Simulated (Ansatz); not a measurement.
# H5NSi: the cost of one run

The runs use Ansatz 0.2.0, Gaussian basis; PBE0-D4/def2-TZVP structures, single points in def2-TZVPP, no counterpoise correction.

Levels: SPW92, PBE-D4, BLYP-D4, r2SCAN-D4, B97M-V, PBE0-D4, B3LYP-D4, r2SCAN0-D4, BHLYP-D4, CAM-B3LYP-D4, wB97X-V, wB97M-V, B2PLYP, PBE-QIDH, RPA on PBE, Hartree-Fock, MP2, CCSD, CCSD(T).

Cores are frozen in the correlated methods. B3LYP uses VWN-RPA correlation. B2PLYP carries no dispersion term here.

114 further runs of the same task are left out: 1 that didn't finish, 113 set aside as unsound or not needed.

## 1. Starting geometry

The complex: 11 atoms, charge 0, spin multiplicity 1.

Atoms are counted from 1 here; the program's logs count them from 0.

Bond lengths: Si1–H2 1.523 Å, Si1–H3 1.481 Å, Si1–H4 1.481 Å, Si1–N5 1.699 Å, N5–H10 1.006 Å, N5–H11 1.011 Å, H6–F7 0.937 Å, H8–F9 0.944 Å. Angles: H2–Si1–H3 104.3°, H2–Si1–H4 104.0°, H2–Si1–N5 115.0°, H3–Si1–H4 112.5°, H3–Si1–N5 111.0°, H4–Si1–N5 109.9°, Si1–N5–H10 120.9°, Si1–N5–H11 120.7°, H10–N5–H11 112.0°.

Geometry (Å):

```xyz
11

Si   -0.3898   -1.2258    0.5119
H     1.0560   -0.9111    0.8725
H    -0.2904   -2.0611   -0.7069
H    -0.8925   -1.9856    1.6802
N    -1.3727    0.1326    0.2397
H     0.9340    1.6035   -1.3038
F     0.1709    1.7365   -1.8301
H     1.7181    0.2988    0.2704
F     2.0688    1.0502   -0.1812
H    -1.7854    0.6334    1.0087
H    -1.2172    0.7289   -0.5614
```

Its parts: SiNH5 holds atoms 1, 2, 3, 4, 5, 10, 11; HF holds atoms 6, 7; HF holds atoms 8, 9. Each part counts its atoms afresh in its own runs.

## 2. Relaxing SiNH5 alone

The input, relax-a/in.yaml:

```yaml
crystal:
  periodic: [false, false, false]
  atoms:
    - {symbol: Si, position_ang: [-0.389787, -1.225833, 0.511928]}
    - {symbol: H, position_ang: [1.055995, -0.911146, 0.872512]}
    - {symbol: H, position_ang: [-0.290423, -2.061106, -0.706898]}
    - {symbol: H, position_ang: [-0.892492, -1.985618, 1.680196]}
    - {symbol: N, position_ang: [-1.372675, 0.132591, 0.239724]}
    - {symbol: H, position_ang: [-1.785370, 0.633382, 1.008711]}
    - {symbol: H, position_ang: [-1.217172, 0.728895, -0.561375]}
basis:
  gaussian: {orbitals: def2-TZVP}
hamiltonian: {xc: pbe0, dispersion: d4}
relax: {f_tol: 0.005, max_steps: 200}
```

Command:

```
ansatz run in.yaml --threads 4 --pin off --events-out ev --progress --plain --max-ram 9574MiB
```

**Question.** How long does this run take on 4 threads of Arm Neoverse V2, shared host?

About 3.9 s.
